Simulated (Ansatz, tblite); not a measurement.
**C8H18O6: a ladder of methods and basis sets**

How do method and basis change the picture of C8H18O6 (singlet)?

Method: as each input shows; program: Ansatz 0.2.0, Gaussian basis.

The runs, in order: GFN1-xTB, GFN2-xTB, PBE-D4/def2-TZVP, r2SCAN-D4/def2-TZVP, PBE-D4/def2-SVP, PBE0-D4/def2-SVP, HF/STO-3G, HF/6-31G, B3LYP-D4/6-31G, MP2/def2-SVP, RPA/def2-SVP.

### 1 The structure

The geometry is that of the singlet, from an earlier relaxation (PBE-D4/def2-SVP).

SMILES `CCOCOCOCOCOCOC`, 32 atoms, charge 0, spin multiplicity 1.

Bond lengths: C1–C2 1.524 Å, C1–H15 1.110 Å, C1–H16 1.109 Å, C1–H17 1.110 Å, C2–O3 1.432 Å, C2–H18 1.110 Å, C2–H19 1.112 Å, O3–C4 1.395 Å, C4–O5 1.422 Å, C4–H20 1.109 Å, C4–H21 1.120 Å, O5–C6 1.399 Å, C6–O7 1.419 Å, C6–H22 1.111 Å, C6–H23 1.115 Å, O7–C8 1.417 Å, C8–O9 1.413 Å, C8–H24 1.109 Å and more. Angles: C2–C1–H15 111.8°, C2–C1–H16 110.8°, C2–C1–H17 110.5°, H15–C1–H16 107.9°, H15–C1–H17 107.4°, H16–C1–H17 108.4°, C1–C2–O3 112.3°, C1–C2–H18 110.1°, C1–C2–H19 111.7°, O3–C2–H18 105.2°, O3–C2–H19 110.5°, H18–C2–H19 106.7°, C2–O3–C4 117.1°, O3–C4–O5 114.5°, O3–C4–H20 106.8°, O3–C4–H21 111.8°, O5–C4–H20 104.7°, O5–C4–H21 109.1° and more.

PBE0-D4/def2-TZVP was run before; its log isn't repeated, and its numbers join the tables.

### 2 GFN1-xTB

Tight binding, by tblite at 300 K electronic temperature and without a spin-polarisation term:

```python
tblite.interface.Calculator('GFN1-xTB', numbers, positions, charge=0, uhf=0).singlepoint()
```

Energy -1492.6725 eV, HOMO -12.38 eV, LUMO -3.71 eV; 0.081 s.

### 3 GFN2-xTB

Tight binding, by tblite at 300 K electronic temperature and without a spin-polarisation term:

```python
tblite.interface.Calculator('GFN2-xTB', numbers, positions, charge=0, uhf=0).singlepoint()
```

Energy -1379.5302 eV, HOMO -11.33 eV, LUMO -0.21 eV; 0.03 s.

### 4 PBE-D4/def2-TZVP

start.molden holds the orbitals of an earlier run on this state, given as this run's starting guess.

File in.yaml:

```yaml
crystal:
  periodic: [false, false, false]
  atoms:
    - {symbol: C, position_ang: [4.820331, 0.950415, -0.613240]}
    - {symbol: C, position_ang: [3.477783, 0.233134, -0.691217]}
    - {symbol: O, position_ang: [3.515939, -1.059783, -0.075632]}
    - {symbol: C, position_ang: [3.350355, -1.108625, 1.308376]}
    - {symbol: O, position_ang: [2.035173, -1.441309, 1.733958]}
    - {symbol: C, position_ang: [1.142756, -0.385880, 1.952205]}
    - {symbol: O, position_ang: [0.666664, 0.227518, 0.764186]}
    - {symbol: C, position_ang: [-0.130514, -0.630384, -0.033003]}
    - {symbol: O, position_ang: [-1.401263, -0.864506, 0.538253]}
    - {symbol: C, position_ang: [-2.267978, 0.251050, 0.459057]}
    - {symbol: O, position_ang: [-2.723217, 0.486585, -0.856558]}
    - {symbol: C, position_ang: [-3.691232, -0.458784, -1.290795]}
    - {symbol: O, position_ang: [-4.938252, -0.286559, -0.685223]}
    - {symbol: C, position_ang: [-5.593366, 0.911804, -1.066179]}
    - {symbol: H, position_ang: [5.103129, 1.181188, 0.434997]}
    - {symbol: H, position_ang: [5.625151, 0.328667, -1.054925]}
    - {symbol: H, position_ang: [4.779486, 1.912454, -1.164486]}
    - {symbol: H, position_ang: [3.208272, 0.043202, -1.751396]}
    - {symbol: H, position_ang: [2.657229, 0.846799, -0.258657]}
    - {symbol: H, position_ang: [3.984064, -1.940810, 1.678247]}
    - {symbol: H, position_ang: [3.663701, -0.151019, 1.798567]}
    - {symbol: H, position_ang: [0.295639, -0.821850, 2.523565]}
    - {symbol: H, position_ang: [1.618915, 0.440921, 2.528882]}
    - {symbol: H, position_ang: [0.350818, -1.623785, -0.140301]}
    - {symbol: H, position_ang: [-0.220820, -0.125453, -1.017410]}
    - {symbol: H, position_ang: [-1.749102, 1.181358, 0.772979]}
    - {symbol: H, position_ang: [-3.114680, 0.023549, 1.140379]}
    - {symbol: H, position_ang: [-3.367892, -1.492075, -1.041821]}
    - {symbol: H, position_ang: [-3.746752, -0.324174, -2.396675]}
    - {symbol: H, position_ang: [-4.998268, 1.813871, -0.802077]}
    - {symbol: H, position_ang: [-6.560493, 0.945566, -0.529354]}
    - {symbol: H, position_ang: [-5.791599, 0.936916, -2.164732]}
basis:
  gaussian: {orbitals: def2-TZVP, initial_orbitals: start.molden}
hamiltonian: {xc: pbe, dispersion: d4}
scf: {omitted_lower_state_checks: [starts]}
output: {forces: true, orbitals: {seedname: orbitals}}
```

Run with:

```bash
ansatz run in.yaml --threads 4 --pin off --events-out ev --progress --plain --max-ram 9574MiB
```

After this run come: r2SCAN-D4/def2-TZVP; PBE-D4/def2-SVP; PBE0-D4/def2-SVP; HF/STO-3G; HF/6-31G; B3LYP-D4/6-31G; MP2/def2-SVP; RPA/def2-SVP.

Before running them: what should the planned runs give, taken together? Wanted: gap in def2-TZVP, named functionals, smallest and largest; correlation energy, MP2/def2-SVP; binding an atom, functionals in def2-TZVP; PBE0 total energy, smallest basis above largest.

**Answer**, as computed:

| quantity | value |
| --- | --- |
| gap in def2-TZVP, named functionals, smallest and largest | 6.62 eV (PBE-D4), 9.03 eV (PBE0-D4) |
| correlation energy, MP2/def2-SVP | -60.42 eV |
| binding an atom, functionals in def2-TZVP | 4.13 (r2SCAN-D4) to 4.24 eV (PBE-D4) |
| PBE0 total energy, smallest basis above largest | 23.51 eV (def2-SVP, def2-TZVP) |

**Reading.** Over the named functionals in def2-TZVP the gap runs from 6.62 eV (PBE-D4) to 9.03 eV (PBE0-D4); exact exchange widens it.
